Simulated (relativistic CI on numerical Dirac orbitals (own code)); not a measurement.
# In²³⁺: how the levels respond to the fine-structure constant and the nuclear radius

Aim: the factor q = dE/dx of each excitation energy, x = (α/α0)² − 1, by finite differences, and the field-shift factor by the mean square nuclear radius, for the lowest 30 levels.

Method: Dirac-Coulomb-Breit CI, KLI orbitals optimised for each configuration, derivatives by finite differences. Code: relativistic CI on numerical Dirac orbitals (own code) version 2.

## 1. The atom as given

```
ion                 : In²³⁺ (In XXIV)
nuclear charge      : 49
electrons           : 26
isotope             : A = 115
first configuration : [Ar] 3d8
```

The outer shells:

[Ar] 3d8
```
[Ar] core
3d [↑↓][↑↓][↑↓][↑ ][↑ ]
```

## 2. The run

Settings of the run:

```ini
atom In  Z=49  charge=23  electrons=26
nucleus A=115  rms_radius_fm=4.6156
hamiltonian dirac-coulomb  breit=on  qed=off  c_scale=1
orbitals kli  potential=per-configuration
slater_scale 1
correlation none
mixing on
configurations
  [Ar] 3d8
  [Ne] 3s2 3p5 3d9
  [Ne] 3s2 3p4 3d10
  [Ne] 3s 3p6 3d9
  [Ne] 3p6 3d10
  [Ne] 3s 3p5 3d10
  [Ar] 3d7 4s
  [Ar] 3d7 4p
end
derivatives alpha2 +-0.01 radius +-1%
```

What does the calculation give? Wanted: lowest level; largest q in size, lowest 30 levels; largest K in size within the lowest configuration; largest field-shift factor among them.

The runs gave:

| quantity | value |
| --- | --- |
| lowest level | 3d8 3F4 |
| largest q in size, lowest 30 levels | 581600 cm⁻¹ (3s 3p6 3d9 3D1) |
| largest K in size within the lowest configuration | 2.10 (3d8 3F3) |
| largest field-shift factor among them | -427 GHz/fm² (3s 3p6 3d9 3D3) |

What this shows: Among these levels the largest q belongs to 3s 3p6 3d9 3D1, a change of configuration. The fine-structure partner 3F3 has K = 2.10, close to the 2 of an interval that scales as α². K = 2q/E, the relative sensitivity of a level, hangs on the computed energy: between configurations that lie close it can be off by a factor of several.
